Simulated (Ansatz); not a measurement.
Working through a convergence test of the plane-wave cutoff of Be4AlFe, space group F-43m

Computed with the Python package of Ansatz (0.2.0).

Typed at the interpreter:
```pycon
>>> import ansatz as az
>>> import numpy as np
>>> from tabulate import tabulate
>>> vectors = np.array([
...     [0.0, 2.98528, 2.98528],
...     [2.98528, 0.0, 2.98528],
...     [2.98528, 2.98528, 0.0],
... ])
>>> xtal = (
...     az.Lattice.of(vectors)
...     .atom('Be', [0.87691, 0.87691, 0.36928])
...     .atom('Be', [0.87691, 0.36928, 0.87691])
...     .atom('Be', [0.36928, 0.87691, 0.87691])
...     .atom('Be', [0.87691, 0.87691, 0.87691])
...     .atom('Al', [0.5, 0.5, 0.5])
...     .atom('Fe', [0.25, 0.25, 0.25])
...     .moments(Fe=3.5)
... )
>>> xtal.resolved().sites[-1]
Site(symbol='Fe', position=(0.25, 0.25, 0.25), moment=None, axis=None, held=None, saved=None)
>>> base = (
...     xtal.calculation()
...     .functional('lda')
...     .kpoints(density=3.8)
...     .occupations('fermi_dirac', width=0.1)
...     .spin('collinear')
... )
>>> rows = []
>>> for value in [300, 350, 400, 450, 500]:
...     rep = base.basis(value).run(threads=1).report
...     rows.append((value, rep['free_energy_ev'] / len(rep['lattice']['sites']), rep['n_iterations'], rep['magnetization_mub'], rep['n_pw']))
...
DeckWarning: the atoms were moved onto the symmetric positions of the space group found under crystal.symmetry.tolerance 1.0e-5 (fractional; no operation is sought that the atoms, as they stand in a round, miss by more than twice it, and no atom is moved by as much as it), and the run uses the moved positions. Before a round's move an operation carried an atom to 2.81e-5 Å from where it should [...]
DeckWarning: basis.ecutwfc = 300 eV is below the records' recommended 420 eV, and the density's cutoff is lower with it unless basis.ecutrho_ratio is high enough to keep the records' density cutoff: compare with a run at a higher cutoff
RunWarning: the starting moments were not kept: the SCF closed with an absolute magnetisation of 1.8e-1 μB, where they sum to 3.5 μB in size (1 site). That is at most 0.1 of that sum. The system's moment may be that small; this SCF shows only that its start led to no larger one. To try another start: change the starting moments (crystal.atoms[].spin, magnetization.per_species, [...]
DeckWarning: basis.ecutwfc = 350 eV is below the records' recommended 420 eV, and the density's cutoff is lower with it unless basis.ecutrho_ratio is high enough to keep the records' density cutoff: compare with a run at a higher cutoff
DeckWarning: basis.ecutwfc = 400 eV is below the records' recommended 420 eV, and the density's cutoff is lower with it unless basis.ecutrho_ratio is high enough to keep the records' density cutoff: compare with a run at a higher cutoff
>>> print(tabulate(rows, headers=['cutoff (eV)', 'F/atom (eV)', 'iterations', 'moment (muB)', 'plane waves'], floatfmt='.4f', tablefmt='github'))
|   cutoff (eV) |   F/atom (eV) |   iterations |   moment (muB) |   plane waves |
|---------------|---------------|--------------|----------------|---------------|
|           300 |     -881.1495 |           17 |         0.1692 |           609 |
|           350 |     -881.2247 |           19 |         0.0005 |           749 |
|           400 |     -881.2342 |           20 |         0.0005 |           941 |
|           450 |     -881.2350 |           19 |        -0.0004 |          1139 |
|           500 |     -881.2351 |           18 |        -0.0000 |          1363 |
>>> for row in rows[:-1]:
...     shift = 1000 * (row[1] - rows[-1][1])
...     print(f'{row[0]}: {shift:+.2f} meV/atom' + ('  (within 2 meV)' if abs(shift) < 2 else ''))
...
300: +85.61 meV/atom
350: +10.44 meV/atom
400: +0.88 meV/atom  (within 2 meV)
450: +0.09 meV/atom  (within 2 meV)
```

From 400 eV on it stays within 2 meV an atom of the value at 500 eV; the first row (300 eV) is off by 85.6 meV and the last but one by 0.09 meV. The energy falls steadily, as expected when plane waves are added. The last run costs about 2.5 times the first.

What to keep in mind:
- The SCF didn't keep the moments it started from (some shrank, vanished or turned); what is printed is the state reached.
- For a metal this k-point mesh is coarse: on a finer one energies can move by several to tens of meV an atom and pressures by half a GPa or more, differences at one mesh by less.
- The overall sign of a collinear moment is arbitrary, and semilocal functionals can give small moments to compounds that are paramagnetic.
- This cell is a computed structure, which may not be the phase found in nature.
- Warnings are shown shortened and without file and line.
- Shifts are counted from the last row, which is itself no proven limit.
- Hardware and time: 59 s on 1 thread of Arm Neoverse V1 (shared host), peak memory 0.47 GiB.
